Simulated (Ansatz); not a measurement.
**HBr (singlet): wave-function methods side by side at distance Br1–H2 = 1.421 Å, cc-pVDZ**

Aim: climb from Hartree-Fock through coupled cluster and multireference methods for HBr (singlet) at one geometry and basis, and see what each rung misses.

Program: Ansatz 0.2.0, Gaussian basis. Level of theory: cc-pVDZ, core rule «outside noble gas», up to 14 orbitals frozen. These are calculated values, not measurements.

Plan: UHF; CCSD(T) on RHF; BCCD(T) on RHF; CISD; CCSDT(Q) on RHF; CISDTQ; CCSDTQ on RHF; CASSCF and MRCISD+Q, 2 electrons in 2 orbitals; CASSCF and NEVPT2, 2 electrons in 2 orbitals; CASSCF and MRCISD+Q, 8 electrons in 5 orbitals; CASSCF and NEVPT2, 8 electrons in 5 orbitals; Full CI.

16 further runs of the same task are left out: 13 that didn't finish, 3 set aside as unsound or not needed.

**1. What is computed**

The geometry derives from a PBE0/def2-TZVP stationary point (not a proven minimum). One bond is set to the value named and the two fragments are kept rigid. No spin-orbit coupling is included. The filled d shell of Br may be among the frozen orbitals whatever the setting's name suggests; the logs give the count.

2 atoms, charge 0, spin multiplicity 1.

Atoms are counted from 1 here; the program's logs count them from 0.

Bond lengths: Br1–H2 1.421 Å.

**2. UHF**

Contents of in.yaml:

```yaml
crystal:
  periodic: [false, false, false]
  atoms:
    - {symbol: Br, position_ang: [0.000000, 0.000000, 0.000000]}
    - {symbol: H, position_ang: [0.000000, 0.000000, 1.420600]}
basis:
  gaussian: {orbitals: cc-pVDZ}
magnetization: {spin_polarized: true, initial_magnetization: 0}
hamiltonian: {xc: hf}
output: {orbitals: {seedname: orbitals}}
```

The run is started by

```console
> ansatz run in.yaml --threads 1 --pin off --events-out ev --progress --plain --max-ram 2393MiB
```

After this run come: CCSD(T) on RHF; BCCD(T) on RHF; CISD; CCSDT(Q) on RHF; CISDTQ; CCSDTQ on RHF; CASSCF and MRCISD+Q, 2 electrons in 2 orbitals; CASSCF and NEVPT2, 2 electrons in 2 orbitals; CASSCF and MRCISD+Q, 8 electrons in 5 orbitals; CASSCF and NEVPT2, 8 electrons in 5 orbitals; Full CI.

Q: Predict the results of all the runs planned. Wanted: FCI below the RHF energy; RMP2 from FCI; RCCSD from FCI; RCCSD(T) from FCI; RCCSDT(Q) from FCI; NEVPT2 pair from FCI; MRCISD+Q pair from FCI; NEVPT2 valence from FCI; T1 diagnostic.

**Answer**, as computed:

| quantity | value |
| --- | --- |
| FCI below the RHF energy | -3.9034 eV |
| RMP2 from FCI | +11.23 kcal/mol |
| RCCSD from FCI | +1.56 kcal/mol |
| RCCSD(T) from FCI | +0.29 kcal/mol |
| RCCSDT(Q) from FCI | +0.01 kcal/mol |
| NEVPT2 pair from FCI | +10.40 kcal/mol |
| MRCISD+Q pair from FCI | -0.35 kcal/mol |
| NEVPT2 valence from FCI | +17.19 kcal/mol |
| levels within 1 kcal/mol (43 meV) | RCCSD(T), BCCD(T), RCCSDT, CISDTQ, RCCSDT(Q), RCCSDTQ, MRCISD+Q pair, MRCISD+Q valence |
| T1 diagnostic | 0.005 |
| effectively unpaired electrons | 0.03 |

**Reading.** RCCSD(T) lands +0.29 kcal/mol from the yardstick (0.3 % of the correlation energy). MRCISD+Q pair, MRCISD+Q valence fall below full CI: the +Q correction isn't variational, and the cores differ from full CI's. One determinant dominates. Of the multireference levels listed MRCISD+Q valence comes nearest in total energy (-0.30 kcal/mol), which doesn't show that its space is the better one. These misses are within one basis, not against nature.
